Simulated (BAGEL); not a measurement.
# GaHBrO (SMILES [OH][Ga][Br]) at UHF/STO-3G (density fitting with qzvpp-jkfit)

What is the vertical doublet–quartet gap of GaHBrO at UHF/STO-3G (density fitting with qzvpp-jkfit)? 

The results are computed with BAGEL 1.2.2.

1 further run of the same task is left out (set aside as unsound or not needed). Runs told in other sessions of the task aren't counted.

### 1 The molecule

GaHBrO: 4 atoms, total charge 0, spin state doublet. As SMILES, `[OH][Ga][Br]`. Geometry: relaxed at PBE0-D4/def2-TZVP.

Bond lengths: O1–Ga2 1.795 Å, Ga2–Br3 2.313 Å, O1–H4 0.961 Å. Angles: O1–Ga2–Br3 116.0°, Ga2–O1–H4 114.2°.

### 2 The energy at UHF/STO-3G (density fitting with qzvpp-jkfit)

File job.json:

```json
{ "bagel": [

{
  "title": "molecule",
  "basis": "sto-3g",
  "df_basis": "qzvpp-jkfit",
  "angstrom": true,
  "geometry": [
    { "atom": "O", "xyz": [   -0.945400,    0.045500,   -0.527800 ] },
    { "atom": "Ga", "xyz": [    0.607600,    0.441600,    0.280200 ] },
    { "atom": "Br", "xyz": [    1.823300,   -1.358700,    1.075700 ] },
    { "atom": "H", "xyz": [   -1.429900,    0.811300,   -0.848400 ] }
  ]
},
{ "title": "uhf", "nopen": 1 },
{ "title": "print", "file": "orbitals.molden", "orbitals": true }

]}
```

Command:

```sh
$ BAGEL_NUM_THREADS=1 BAGEL job.json > job.out
```

The log of the run:

```text
* using 1 threads per process

  ===============================================================
  ===============================================================

  *** Geometry ***

  { "atom" : "O", "xyz" : [     -1.786547,      0.085983,     -0.997397 ] },
  { "atom" : "Ga", "xyz" : [      1.148198,      0.834503,      0.529501 ] },
  { "atom" : "Br", "xyz" : [      3.445538,     -2.567571,      2.032778 ] },
  { "atom" : "H", "xyz" : [     -2.702119,      1.533135,     -1.603244 ] },

  Number of auxiliary basis functions:      627

  Since a DF basis is specified, we compute 2- and 3-index integrals:
    o Being stored without compression. Storage requirement is 0.009 GB

  Number of basis functions:       42
  Number of electrons      :       75

    * METHOD: MOLECULE                             0.35

  *** Open-shell HF ***

  === Nuclear Repulsion ===
   379.3200777306

      * DIIS with orbital gradients will be used.

  === UHF iteration (sto-3g) ===
      0      -4519.94514935          0.02672949           0.17
      1      -4520.05236397          0.01486288           0.17
      2      -4520.08722237          0.00827682           0.17
      3      -4520.10066689          0.00327079           0.16
      4      -4520.11210340          0.00151162           0.17
      5      -4520.11462161          0.00076228           0.16
      6      -4520.11534773          0.00031062           0.17
      7      -4520.11540560          0.00026786           0.17
      8      -4520.11543561          0.00026628           0.17
      9      -4520.11546633          0.00026594           0.17
     10      -4520.11559616          0.00026473           0.17
     11      -4520.11655212          0.00026188           0.16
     12      -4520.11688776          0.00026482           0.16
     13      -4520.11665272          0.00024784           0.17
     14      -4520.11806209          0.00072818           0.16
     15      -4520.11808006          0.00082165           0.16
[... 56 lines of this table left out ...]
     72      -4520.11911467          0.00000020           0.17
     73      -4520.11911468          0.00000013           0.17
     74      -4520.11911468          0.00000003           0.17
     75      -4520.11911468          0.00000002           0.17
     76      -4520.11911468          0.00000002           0.17
     77      -4520.11911468          0.00000002           0.17
     78      -4520.11911468          0.00000001           0.17
     79      -4520.11911468          0.00000001           0.17
    * SCF iteration converged.

    * S^2 (UHF) is 0.7517

    * Permanent dipole moment:
           (    0.659451,    -0.200305,     0.371492) a.u.

    * METHOD: UHF                                 13.67

    * METHOD: PRINT                                0.01

  ===============================================================
```

Run time: 14 s. Hardware: 1 thread of Arm Neoverse V1, shared host.

### 3 The quartet

File input.json:

```json
{ "bagel": [

{
  "title": "molecule",
  "basis": "sto-3g",
  "df_basis": "qzvpp-jkfit",
  "angstrom": true,
  "geometry": [
    { "atom": "O", "xyz": [      -0.945400,       0.045500,      -0.527800 ] },
    { "atom": "Ga", "xyz": [       0.607600,       0.441600,       0.280200 ] },
    { "atom": "Br", "xyz": [       1.823300,      -1.358700,       1.075700 ] },
    { "atom": "H", "xyz": [      -1.429900,       0.811300,      -0.848400 ] }
  ]
},

{
  "title": "uhf",
  "nopen": 3
},

{
  "title": "print",
  "file": "orbitals.molden",
  "orbitals": true
}

]}
```

Command:

```sh
$ BAGEL_NUM_THREADS=1 BAGEL input.json > input.out
```

The log of the run:

```text
* using 1 threads per process

  ===============================================================
  ===============================================================

  *** Geometry ***

  { "atom" : "O", "xyz" : [     -1.786547,      0.085983,     -0.997397 ] },
  { "atom" : "Ga", "xyz" : [      1.148198,      0.834503,      0.529501 ] },
  { "atom" : "Br", "xyz" : [      3.445538,     -2.567571,      2.032778 ] },
  { "atom" : "H", "xyz" : [     -2.702119,      1.533135,     -1.603244 ] },

  Number of auxiliary basis functions:      627

  Since a DF basis is specified, we compute 2- and 3-index integrals:
    o Being stored without compression. Storage requirement is 0.009 GB

  Number of basis functions:       42
  Number of electrons      :       75

    * METHOD: MOLECULE                             0.35

  *** Open-shell HF ***

  === Nuclear Repulsion ===
   379.3200777306

      * DIIS with orbital gradients will be used.

  === UHF iteration (sto-3g) ===
      0      -4519.52408854          0.04188651           0.17
      1      -4519.40616727          0.04446720           0.17
      2      -4519.34599756          0.05539635           0.17
      3      -4519.94093020          0.02087592           0.16
      4      -4520.04852554          0.00981998           0.17
      5      -4520.07942314          0.00201829           0.17
      6      -4520.08057942          0.00073429           0.16
      7      -4520.08081306          0.00019156           0.16
      8      -4520.08085038          0.00011114           0.17
      9      -4520.08086827          0.00007502           0.17
     10      -4520.08087824          0.00005508           0.17
     11      -4520.08088245          0.00004937           0.17
     12      -4520.08088617          0.00004683           0.17
     13      -4520.08088771          0.00004660           0.17
     14      -4520.08088966          0.00004654           0.17
     15      -4520.08089056          0.00004653           0.17
[... 37 lines of this table left out ...]
     53      -4520.08159604          0.00000002           0.16
     54      -4520.08159604          0.00000002           0.16
     55      -4520.08159604          0.00000002           0.16
     56      -4520.08159604          0.00000002           0.16
     57      -4520.08159604          0.00000002           0.17
     58      -4520.08159604          0.00000002           0.16
     59      -4520.08159604          0.00000002           0.16
     60      -4520.08159604          0.00000001           0.16
    * SCF iteration converged.

    * S^2 (UHF) is 3.7630

    * Permanent dipole moment:
           (    0.359620,    -0.838442,     0.258838) a.u.

    * METHOD: UHF                                 10.31

    * METHOD: PRINT                                0.01

  ===============================================================
```

It took 11 s on 1 thread of Arm Neoverse V1, shared host.

### 4 Summary of results

Level: UHF/STO-3G (density fitting with qzvpp-jkfit).

| quantity | value |
| --- | --- |
| doublet: total energy | -4520.11911 Eh |
| doublet: dipole moment | 1.99 D |
| doublet: ⟨S²⟩ | 0.752 |
| quartet: total energy | -4520.08160 Eh |
| quartet: dipole moment | 2.41 D |
| quartet: ⟨S²⟩ | 3.763 |
| vertical energy of the quartet above the doublet | 1.021 eV |

**Reading.** At this shape the quartet lies 1.02 eV (24 kcal/mol) above the doublet. In a minimal basis such a difference can be off by several eV, whatever the method.
